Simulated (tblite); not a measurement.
# C5H7BO2: the cost of one run

The runs use tblite 0.8.0 and PySCF 2.14.0, with density-fitted response routines of our own; the level of theory stands in each step. All values are computed, except where a source is named. Atoms are numbered from 0 throughout.

**1. The starting structure**

15 atoms, charge 0, multiplicity 1; geometry from: force field or distance geometry start.

Bonds of the start (Å): C0–C1 1.21, C1–C2 1.43, C2–C3 1.50, C2–C4 1.31, C4–B5 1.55, B5–O6 1.46, B5–O7 1.47, C0–H8 1.07, C3–H9 1.13, C3–H10 1.11, C3–H11 1.12, C4–H12 1.08, O6–H13 1.01, O7–H14 1.00.

**2. Optimising the geometry with GFN2-xTB**

What the job is given:

```
{"job": {"kind": "relax", "xc": "GFN2-xTB", "basis": "xTB"}, "charge": 0, "multiplicity": 1}
C     -0.328100     1.935600     1.570900
C     -0.566200     1.056800     0.776200
C     -0.814800    -0.023100    -0.128100
C     -2.210600    -0.400800    -0.529600
C      0.203200    -0.677000    -0.633000
B      1.675400    -0.335500    -0.290100
O      2.753100    -1.051000    -0.972400
O      2.018400     0.963000     0.310200
H     -0.148600     2.716600     2.277200
H     -2.397100    -1.499200    -0.354000
H     -2.394000    -0.167600    -1.601300
H     -2.897400     0.171200     0.138400
H     -0.030400    -1.480700    -1.322300
H      2.855200    -1.939500    -0.513300
H      2.277600     0.739200     1.249300
```

On the command line:

```
> OMP_NUM_THREADS=1 python probes_run.py task.json out
```

The driver reads the jobs from task.json and runs them one after another.

**Question.** How long does this first job take on 1 thread of Intel Xeon at 2.50GHz, shared host?

About 2.2 s.
